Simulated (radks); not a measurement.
# The Coulomb parameter U of the 3d shell of Co²⁺

One table from this session's results is given with a row withheld; the runs are named, their logs left out.

Method: scalar-relativistic Kohn-Sham, BLYP, spin-unpolarised, spherical densities, point nucleus. Code: radks (a radial shooting solver on a logarithmic mesh, Libxc functionals) version 1.

## What is computed

```
element       : cobalt (Z = 27)
charge        : +2
electrons     : 25
configuration : [Ar] 3d6 4s1
```

The outer shells:

Co²⁺
```
[Ar] core
3d [↑↓][↑ ][↑ ][↑ ][↑ ]
4s [↑ ]
```

The first run:

Settings of this run:

```text
Z 27
configuration [Ar] 3d6 4s1
relativity scalar-relativistic
functional b88,lyp
spin unpolarised
nucleus point
c 137.035999084
```

Steps of the session up to this table: Start: [Ar] 3d6 4s1.

One table of the session follows, with a row left open; its other results are not shown here.

It belongs to the step «Start: [Ar] 3d6 4s1». Sizes of the orbitals, from the radial functions (bohr):

| level | <r> | outermost maximum (interpolated) | 90 % within | nodes |
| --- | --- | --- | --- | --- |
| 1s | 0.05619 | 0.0368 | 0.100 | 0 |
| 2s | 0.2555 | 0.213 | 0.396 | 1 |
| 2p | 0.2250 | 0.172 | 0.368 | 0 |
| 3s | ? | ? | ? | ? |
| 3p | 0.8065 | 0.675 | 1.24 | 1 |
| 3d | 0.9596 | 0.654 | 1.63 | 0 |
| 4s | 2.326 | 2.02 | 3.42 | 3 |

**Question.** Estimate the row for 3s.

The run gave: <r>: 0.7687; outermost maximum (interpolated): 0.667; 90 % within: 1.15; nodes: 2. In the column «<r>» it lies between 2s (0.2555) and 3p (0.8065).
